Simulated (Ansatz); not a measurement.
# CH₂FNSi: ionisation energy by level of theory

Aim: the vertical ionisation energy of CH₂FNSi, as cation minus neutral at the neutral's geometry, on several levels, and how well −ε(HOMO) stands in for it.

Computed with Ansatz 0.2.0, Gaussian basis. Level: unrestricted cation, the program's frozen cores in correlated methods.

The runs, in order: UKS PBE-D4/def2-TZVPP; UKS r2SCAN-D4/def2-TZVPP; UKS PBE0-D4/def2-TZVPP; UKS B3LYP-D4/def2-TZVPP; UKS wB97X-V/def2-TZVPP; UKS wB97M-V/def2-TZVPP; UKS B2PLYP/def2-TZVPP; UHF-CCSD(T)/def2-TZVPP; UHF-MP2/def2-QZVPP; extrapolation to the limit; then −ε(HOMO) from the neutral's earlier runs with LDA (SPW92), PBE-D4, revPBE-D4, BLYP-D4, r2SCAN-D4, B97M-V, PBE0-D4, B3LYP-D4, r2SCANh-D4, r2SCAN0-D4, HSE06-D4, BHLYP-D4, CAM-B3LYP-D4, LC-ωPBE, ωB97X-V, ωB97M-V.

**1. The relaxed structure**

An earlier PBE0-D4 in a triple-zeta def2 set relaxation fixed the geometry.

6 atoms, charge 0, spin multiplicity 1.

Atoms are counted from 1 here; the program's logs count them from 0.

Bond lengths: F1–C2 1.314 Å, C2–N3 1.261 Å, C2–Si4 1.766 Å, N3–Si4 1.801 Å, Si4–H5 1.477 Å, Si4–H6 1.477 Å. Angles: F1–C2–N3 128.8°, F1–C2–Si4 160.4°, N3–C2–Si4 70.8°, C2–N3–Si4 67.8°, C2–Si4–N3 41.4°, C2–Si4–H5 122.2°, C2–Si4–H6 122.2°, N3–Si4–H5 118.8°, N3–Si4–H6 118.8°, H5–Si4–H6 113.7°.

Geometry (Å):

```xyz
6
CH2FNSi
F     1.42308   -1.60834    0.85154
C     0.51298   -0.81536    0.33365
N    -0.62406   -1.11087   -0.12451
Si   -0.28440    0.65460   -0.23393
H     0.00175    1.24341   -1.55754
H    -0.98725    1.57266    0.68460
```

**2. Cation, UKS PBE-D4/def2-TZVPP**

in.yaml reads:

```yaml
crystal:
  periodic: [false, false, false]
  atoms:
    - {symbol: F, position_ang: [1.423081, -1.608338, 0.851535]}
    - {symbol: C, position_ang: [0.512982, -0.815358, 0.333647]}
    - {symbol: N, position_ang: [-0.624058, -1.110874, -0.124507]}
    - {symbol: Si, position_ang: [-0.284402, 0.654599, -0.233932]}
    - {symbol: H, position_ang: [0.001747, 1.243412, -1.557545]}
    - {symbol: H, position_ang: [-0.987252, 1.572658, 0.684601]}
basis:
  gaussian: {orbitals: def2-TZVPP}
total_charge: 1
magnetization: {spin_polarized: true, initial_magnetization: 1}
hamiltonian: {xc: pbe, dispersion: d4}
```

On the command line:

```
> ansatz run in.yaml --threads 2 --pin off --events-out ev --progress --plain --max-ram 4352MiB
```

Further steps of the session: Cation, UKS r2SCAN-D4/def2-TZVPP; Cation, UKS PBE0-D4/def2-TZVPP; Cation, UKS B3LYP-D4/def2-TZVPP; Cation, UKS wB97X-V/def2-TZVPP; Cation, UKS wB97M-V/def2-TZVPP; Cation, UKS B2PLYP (frozen core)/def2-TZVPP; Cation, UHF-CCSD(T)/def2-TZVPP; Cation, UHF-MP2/def2-QZVPP.

Before running them: what should the planned runs give, taken together? Wanted: ionisation energy, CCSD(T)/CBS; nearest functional by difference; nearest −ε(HOMO); −ε(HOMO) of PBE; T1 of the cation.

The runs gave:

| quantity | value |
| --- | --- |
| ionisation energy, CCSD(T)/CBS | 10.03 eV |
| nearest functional by difference | B3LYP-D4 (-0.11 eV) |
| nearest −ε(HOMO) | ωB97X-V (-0.14 eV) |
| −ε(HOMO) of PBE | 6.28 eV |
| T1 of the cation | 0.031 |

By cation minus neutral, the functionals miss by 0.26 eV at most. −ε(HOMO) of PBE misses by 3.7 eV, since self-interaction lifts the level. Among orbital estimates ωB97X-V comes nearest. Hartree-Fock falls 1.20 eV short, as the neutral has more correlation energy than the cation. The cation's T1 (from the report) is 0.031, near the customary mark of 0.045 for open shells, so the coupled-cluster value is less safe.
